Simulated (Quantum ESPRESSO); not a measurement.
Runs of Quantum ESPRESSO 7.5 on MoPt. The cell holds a sheet with vacuum, 2 atoms: a = 3.551 Å, b = 3.551 Å, c = 23.800 Å, α = 90.00°, β = 90.00°, γ = 90.00°. The cell was built by a generator and needn't be a form met in nature.

```tsv
level	form of the LDA correlation	gap on the mesh (eV)	work function (eV)
RPBE	-	none	4.84
LDA	PZ81	none	5.38
revPBE	-	none	(b)
AM05	-	none	5.01
PBEsol	-	none	(a)
WC	-	none	5.13
```

Alike in all rows: task work function; potentials or basis SG15 PBE 1.2; no spin polarisation; cell as given; k mesh 8 × 8 × 1; cutoff (eV) 952; smearing fermi-dirac 0.05 eV.

Question: Fill in the values left out.

Answer: (a) 5.14; (b) 4.87.

A k mesh can miss the band edges, and the runs leave out spin-orbit coupling on Mo, Pt.

A gap of «none» marks a metal or a gap under the smearing width.

Runs at the PBE level aren't shown here.
